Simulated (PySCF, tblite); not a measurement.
# C₆H₉FO₂Si: geometry, infrared bands and NMR shifts

Wanted: the infrared bands and NMR shifts of C₆H₉FO₂Si (`O=C(O)C1=C[SiH2][C@@H]1CCF`), by calculation.

Computed with tblite 0.8.0 and PySCF 2.14.0, with density-fitted response routines of our own, on a single molecule in the gas phase. Atoms are numbered from 0 throughout.

### Step 1. The starting structure

19 atoms, charge 0, multiplicity 1; geometry from: force field or distance geometry start.

Bonds of the start (Å): O0–C1 1.26, C1–O2 1.39, C1–C3 1.48, C3–C4 1.31, C4–Si5 1.81, Si5–C6 1.84, C6–C7 1.52, C7–C8 1.52, C8–F9 1.38, C6–C3 1.45, O2–H10 1.00, C4–H11 1.11, Si5–H12 1.47, Si5–H13 1.46, C6–H14 1.12, C7–H15 1.09, C7–H16 1.11, C8–H17 1.09, C8–H18 1.12.

### Step 2. Geometry optimisation with GFN2-xTB

Job settings and geometry (Å):

```
{"job": {"kind": "relax", "xc": "GFN2-xTB", "basis": "xTB"}, "charge": 0, "multiplicity": 1}
O      2.235600    -1.858000    -0.279600
C      2.352900    -0.693100     0.186000
O      3.520900    -0.324900     0.834400
C      1.222200     0.256300     0.037900
C      1.012800     1.492900     0.413100
Si    -0.660500     1.796800    -0.210100
C     -0.080800     0.087500    -0.581300
C     -1.029700    -0.879000     0.099400
C     -2.305600    -0.890900    -0.722400
F     -2.790200     0.397000    -0.705200
H      4.250600    -1.007900     0.903200
H      1.709000     2.170000     0.954800
H     -1.682500     1.944100     0.837500
H     -0.794900     2.664400    -1.375900
H      0.044200    -0.141500    -1.669400
H     -0.634600    -1.881400     0.265400
H     -1.282800    -0.428000     1.083800
H     -3.020900    -1.585700    -0.271600
H     -2.075500    -1.109300    -1.792600
```

On the command line:

```bash
$ OMP_NUM_THREADS=1 python probes_run.py task.json out
```

The driver reads the jobs from task.json and runs them one after another.

**Question.** This job is followed by: GFN2-xTB harmonic vibrations, gas phase; GIAO PBE0/pcSseg-1 NMR shielding, non-relativistic, gas phase. What will the session give for the following? strongest single infrared mode (GFN2-xTB); zero-point energy (GFN2-xTB); 13C shifts against TMS (PBE0/pcSseg-1); 1H shifts against TMS (PBE0/pcSseg-1); 17O shifts against H2O (PBE0/pcSseg-1); 29Si shifts against TMS (PBE0/pcSseg-1); 19F shifts against CFCl3 (PBE0/pcSseg-1).

As calculated:

| quantity | value |
| --- | --- |
| strongest single infrared mode (GFN2-xTB) | 1742 cm⁻¹, 437 km/mol |
| zero-point energy (GFN2-xTB) | 85.2 kcal/mol |
| 13C shifts against TMS (PBE0/pcSseg-1) | 167.2, 161.2, 161.2, 88.5, 36.9, 35.4 ppm |
| 1H shifts against TMS (PBE0/pcSseg-1) | 7.38, 6.16, 5.04, 4.89, 4.66, 4.60, 2.81, 2.43, 1.79 ppm |
| 17O shifts against H2O (PBE0/pcSseg-1) | 430.4, 206.3 ppm |
| 29Si shifts against TMS (PBE0/pcSseg-1) | -42.7 ppm |
| 19F shifts against CFCl3 (PBE0/pcSseg-1) | -249.9 ppm |

What this shows: Relaxing lowered the energy by 1.248 eV in 80 steps; the close pair that moved most is Si5–C6, from 1.843 to 1.938 Å. No mode is imaginary among the 51: a minimum at this level. The strongest single mode, at 1742 cm⁻¹, moves mainly C1 and O0. GFN2-xTB is a fitted tight-binding method: band positions and strengths are rough. Its intensities can rank the bands wrongly. H11 (hydrogen on a β carbon of a C=C–C=O unit) lies farthest downfield among hydrogen, at 7.38 ppm; attached to an sp2 carbon and in the plane of the double bond. At PBE0/pcSseg-1: Shielding is most anisotropic at O0 (span 594 ppm, paramagnetic term -499 ppm).
